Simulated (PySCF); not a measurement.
# I6Nb ([NbI6]2-): the cost of one run

Programs: PySCF 2.14.0, with routines of our own; each step states its level. All values are computed. Atoms count from 0.

## Step 1: The starting structure

7 atoms, charge -2, states of the metal's open shell are computed; geometry from: model start, shaken.

## Step 2: Geometry optimisation at PBE0-D3(BJ)/def2-SVP

Job settings and geometry (Å):

```
{"job": {"xc": "PBE0", "basis": "def2-SVP", "d3": "d3bj", "grid": 1, "maxiter": 45, "solvent": "water", "kind": "geom"}, "charge": -2, "metal": "Nb", "open_shell": "d1"}
Nb     0.000020     0.004480    -0.004110
I     -0.013360    -0.006820     2.725130
I      0.000900     0.020100    -2.747380
I      2.730690     0.007350     0.005350
I     -2.738420    -0.013960    -0.000440
I      0.010430     2.719840    -0.006860
I     -0.028520    -2.759340    -0.027630
```

Started as:

```bash
$ OMP_NUM_THREADS=1 python lf_run.py task.json out
```

One launch serves the whole session: the jobs run in the order shown.

**Question.** How long does this first job take on 1 thread of Arm Neoverse V2, shared host, and how much memory does it need?

About 8.9 min, with a peak of 1.4 GiB.
